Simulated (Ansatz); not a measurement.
# C10H20: up Jacob's ladder to CCSD(T)

Aim: compute C10H20 with functionals from several rungs and with coupled cluster. The yardstick is the atomisation energy at the CCSD(T) limit.

The runs use Ansatz 0.2.0, Gaussian basis; functionals in def2-TZVPP, the program's frozen cores in correlated methods.

Plan: LDA (SPW92), PBE-D4, revPBE-D4, BLYP-D4, r2SCAN-D4, B97M-V, PBE0-D4, B3LYP-D4, r2SCANh-D4, r2SCAN0-D4, HSE06-D4, BHLYP-D4, CAM-B3LYP-D4, LC-ωPBE, ωB97X-V, ωB97M-V, B2PLYP, PBE-QIDH; CCSD(T)/def2-SVP; CCSD(T)/def2-TZVPP; MP2/def2-QZVPP; extrapolation to the limit; RPA on PBE.

## Step 1: The geometry

All runs share one geometry, relaxed beforehand with PBE0-D4 in a triple-zeta def2 set.

30 atoms, charge 0, spin multiplicity 1.

Atoms are counted from 1 here; the program's logs count them from 0.

Bond lengths: C1–C2 1.520 Å, C1–H11 1.092 Å, C1–H12 1.092 Å, C1–H13 1.094 Å, C2–C3 1.524 Å, C2–H14 1.095 Å, C2–H15 1.097 Å, C3–C4 1.521 Å, C3–H16 1.098 Å, C3–H17 1.095 Å, C4–C5 1.529 Å, C4–H18 1.096 Å, C4–H19 1.096 Å, C5–C6 1.531 Å, C5–C10 1.530 Å, C5–H20 1.098 Å, C6–C7 1.523 Å, C6–H21 1.097 Å and more. Angles: C2–C1–H11 112.0°, C2–C1–H12 111.2°, C2–C1–H13 110.9°, H11–C1–H12 107.3°, H11–C1–H13 107.6°, H12–C1–H13 107.6°, C1–C2–C3 114.2°, C1–C2–H14 109.0°, C1–C2–H15 109.5°, C3–C2–H14 108.7°, C3–C2–H15 109.1°, H14–C2–H15 106.0°, C2–C3–C4 114.1°, C2–C3–H16 109.2°, C2–C3–H17 108.5°, C4–C3–H16 109.2°, C4–C3–H17 109.5°, H16–C3–H17 106.1° and more.

## Step 2: LDA

This LDA is Slater exchange with PW92 correlation.

in.yaml reads:

```yaml
crystal:
  periodic: [false, false, false]
  atoms:
    - {symbol: C, position_ang: [-0.453398, -2.841879, -2.552655]}
    - {symbol: C, position_ang: [-0.869161, -1.382955, -2.652770]}
    - {symbol: C, position_ang: [0.053928, -0.418045, -1.918162]}
    - {symbol: C, position_ang: [0.062779, -0.596484, -0.408063]}
    - {symbol: C, position_ang: [1.020000, 0.339565, 0.330655]}
    - {symbol: C, position_ang: [0.633887, 1.817305, 0.227226]}
    - {symbol: C, position_ang: [-0.618008, 2.153397, 1.027668]}
    - {symbol: C, position_ang: [-0.462389, 1.749811, 2.487699]}
    - {symbol: C, position_ang: [-0.087660, 0.279848, 2.618894]}
    - {symbol: C, position_ang: [1.159142, -0.044687, 1.805139]}
    - {symbol: H, position_ang: [-0.487411, -3.206739, -1.523697]}
    - {symbol: H, position_ang: [-1.110135, -3.481506, -3.146897]}
    - {symbol: H, position_ang: [0.567717, -2.983312, -2.919500]}
    - {symbol: H, position_ang: [-0.909405, -1.095865, -3.708785]}
    - {symbol: H, position_ang: [-1.889693, -1.265474, -2.269022]}
    - {symbol: H, position_ang: [1.076320, -0.534657, -2.301009]}
    - {symbol: H, position_ang: [-0.246849, 0.605238, -2.164216]}
    - {symbol: H, position_ang: [-0.959339, -0.476558, -0.031506]}
    - {symbol: H, position_ang: [0.350143, -1.625462, -0.165645]}
    - {symbol: H, position_ang: [2.004651, 0.218114, -0.139360]}
    - {symbol: H, position_ang: [1.466879, 2.418081, 0.612669]}
    - {symbol: H, position_ang: [0.507647, 2.110652, -0.818526]}
    - {symbol: H, position_ang: [-0.831351, 3.223869, 0.951065]}
    - {symbol: H, position_ang: [-1.485582, 1.638524, 0.598422]}
    - {symbol: H, position_ang: [0.326627, 2.361540, 2.944110]}
    - {symbol: H, position_ang: [-1.380896, 1.961395, 3.043508]}
    - {symbol: H, position_ang: [-0.925338, -0.340836, 2.280723]}
    - {symbol: H, position_ang: [0.077092, 0.023254, 3.669786]}
    - {symbol: H, position_ang: [1.401707, -1.109232, 1.889546]}
    - {symbol: H, position_ang: [2.008095, 0.503127, 2.232714]}
basis:
  gaussian: {orbitals: def2-TZVPP}
hamiltonian: {xc: lda}
output: {orbitals: {seedname: orbitals}}
```

Launch:

```console
ansatz run in.yaml --threads 4 --pin off --events-out ev --progress --plain --max-ram 46080MiB --backend cuda --devices 0, --max-vram 37GiB
```

The runs that follow: PBE-D4 (GGA); revPBE-D4 (GGA); BLYP-D4 (GGA); r2SCAN-D4 (meta-GGA); B97M-V (meta-GGA); B3LYP-D4 (hybrid); r2SCANh-D4 (hybrid); r2SCAN0-D4 (hybrid); HSE06-D4 (hybrid); BHLYP-D4 (hybrid); CAM-B3LYP-D4 (range-separated); LC-ωPBE (range-separated); ωB97X-V (range-separated); ωB97M-V (range-separated); B2PLYP (double hybrid); PBE-QIDH (double hybrid); CCSD(T) in def2-SVP; CCSD(T) in def2-TZVPP; MP2 in def2-QZVPP; RPA on PBE orbitals.

Q: Predict the results of all the runs planned. Wanted: atomisation energy, CCSD(T)/CBS; farthest beyond LDA; mean size of error, GGA; mean size of error, meta-GGA; mean size of error, hybrid; mean size of error, range-separated; mean size of error, double hybrid; gap, smallest and largest; T1 diagnostic.

The runs gave:

```
                               quantity                                                                                                              value
        atomisation energy, CCSD(T)/CBS                                                                                                     12303.3 kJ/mol
 functionals within 61.5 kJ/mol (0.5 %)  revPBE-D4, r2SCAN-D4, B97M-V, B3LYP-D4, r2SCANh-D4, r2SCAN0-D4, CAM-B3LYP-D4, LC-ωPBE, ωB97X-V, ωB97M-V, PBE-QIDH
                    farthest beyond LDA                                                                                           BHLYP-D4 (-242.7 kJ/mol)
                mean size of error, GGA                                                                                                       109.8 kJ/mol
           mean size of error, meta-GGA                                                                                                        27.7 kJ/mol
             mean size of error, hybrid                                                                                                        91.4 kJ/mol
    mean size of error, range-separated                                                                                                        35.7 kJ/mol
      mean size of error, double hybrid                                                                                                        76.3 kJ/mol
              gap, smallest and largest                                                                          6.92 eV (LDA (SPW92)), 13.88 eV (LC-ωPBE)
                          T1 diagnostic                                                                                                             0.0088
triples share of the correlation energy                                                                                                              3.9 %
```

In words: LDA overbinds by 1656.4 kJ/mol (13 %). PBE-D4 misses by +235.2 kJ/mol. Double hybrids carry the basis error of their MP2 part in triple zeta, and no dispersion term here, so their miss is partly the set-up's. The rungs meta-GGA, range-separated miss on average by less than the doubt on the reference (61.5 kJ/mol), so they tie. Misses under about 61.5 kJ/mol are within the doubt on the reference itself, which lacks core-valence correlation, relativity and higher excitations. Hartree-Fock recovers 76 % of the binding; the rest is correlation. CCSD(T) in def2-SVP is off by -404.1 kJ/mol, more than most functionals: a good method in a small basis is no reference. Orbital gaps span 6.9 to 13.9 eV; exact exchange widens them.
